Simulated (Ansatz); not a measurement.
**Rh: a line through an energy map**

An exercise on one series of results from a longer session: the logs are not shown, and one member is left open.

Method: DFT LDA, scalar-relativistic, plane waves, PAW, in Ansatz 0.2.0.

31 further runs of the same task are left out: 31 set aside as unsound or not needed.

## The system as given

Symmetry: Fm-3m, No. 225, cubic system. The conventional cell has a = 3.754 Å, b = 3.754 Å, c = 3.754 Å, α = 90.00°, β = 90.00°, γ = 90.00°. Around Rh (site symmetry m-3m) lie 12 Rh at 2.65 Å.

Coordinates:

```cif
data_structure
_symmetry_space_group_name_H-M 'P 1'
_symmetry_Int_Tables_number 1
_cell_length_a 2.6545
_cell_length_b 2.6545
_cell_length_c 2.6545
_cell_angle_alpha 60.000
_cell_angle_beta 60.000
_cell_angle_gamma 60.000
_cell_volume 13.23
loop_
_atom_site_label
_atom_site_type_symbol
_atom_site_fract_x
_atom_site_fract_y
_atom_site_fract_z
_atom_site_occupancy
Rh1 Rh 0.00000 0.00000 0.00000 1
```

This cell was relaxed beforehand with the same method: volume 13.23 Å³/atom, gap on the mesh none (metal).

## What is varied

The energy is mapped over volume and a fixed ferromagnetic moment.

- volume per atom: 7 values from 10.85 to 15.61 Å³
- total spin moment of the cell, held fixed: 9 values from 0.000 to 1.000 μB

Nothing else is relaxed (shape and fractional coordinates fixed). Points are written as (first, second).

Set-up of the first run:

File input.yaml:

```yaml
crystal:
  lattice:
    - [0.0, 1.7568979448, 1.7568979448]
    - [1.7568979448, 0.0, 1.7568979448]
    - [1.7568979448, 1.7568979448, 0.0]
  atoms:
    - { symbol: Rh, position: [0.0, 0.0, 0.0], spin: 0.125 }
basis:
  ecutwfc: 420
kpoints:
  mp_grid: { grid: [22, 22, 22] }
hamiltonian:
  xc: lda
  pseudopotentials: { kind: paw, azcp: { folder: soft_1 } }
scf:
  occupations: { method: gaussian, width: 0.15 }
  lower_state_search: "off"
output:
  forces: true
  stress: true
  eigenvalues: true
  populations: true
magnetization:
  spin_polarized: true
  initial_magnetization: 0.125
  spin_locking: { lock_magnetization: hard }
```

Run with:

```bash
$ ansatz run input.yaml --threads 1 --pin off --max-ram 2048MiB --backend cpu --events-out ev --progress --plain --runs-dir out
```

Among the steps run: Point (10.85 Å³, 0.125 μB); Point (11.64 Å³, 0.125 μB); The run at (14.02 Å³, 0.125 μB); Point (14.81 Å³, 0.125 μB); Point (15.61 Å³, 0.125 μB).

One table of the session follows, with a row left open; its other results are not shown here.

```
volume per atom (Å³)  energy (meV/atom)  pressure (GPa)
               10.85                635             104
               11.64                247              56
               12.43                  ?               ?
               13.23                  0               0
               14.02                 41             −16
               14.81                148             −27
               15.61                300             −34
```

Estimate the missing values for volume per atom (Å³) = 12.43.

Worked estimate for «energy (meV/atom)». A straight line through the neighbours (11.64, 247) and (13.23, 0) gives 247 + (0 − 247) × (12.43 − 11.64) / (13.23 − 11.64) = 124; a parabola fitted to 4 rows on both sides gives 52.

The run gave: energy (meV/atom): 55; pressure (GPa): 23. In «energy (meV/atom)» the line misses by +69 and the parabola by -3.

Energies count from the lowest point of the line. Rows without a step come from runs not printed here or follow by symmetry.

The lowest point of the line is at 13.23 Å³. A parabola through the lowest point and its two neighbours puts the minimum at 13.283 Å³, with a curvature of about 150 meV/atom per (Å³)². The well is lopsided: two grid steps out, the energy rises by 247 meV/atom towards smaller values and 148 meV/atom towards larger ones. The highest point computed, at 10.85 Å³, lies 635 meV/atom above the lowest. This is one cut through a surface in two coordinates; the map's lowest point lies off it.

Limits of these values: Warnings in the runs' records: pseudo functional mismatch, stress scf threshold loose.
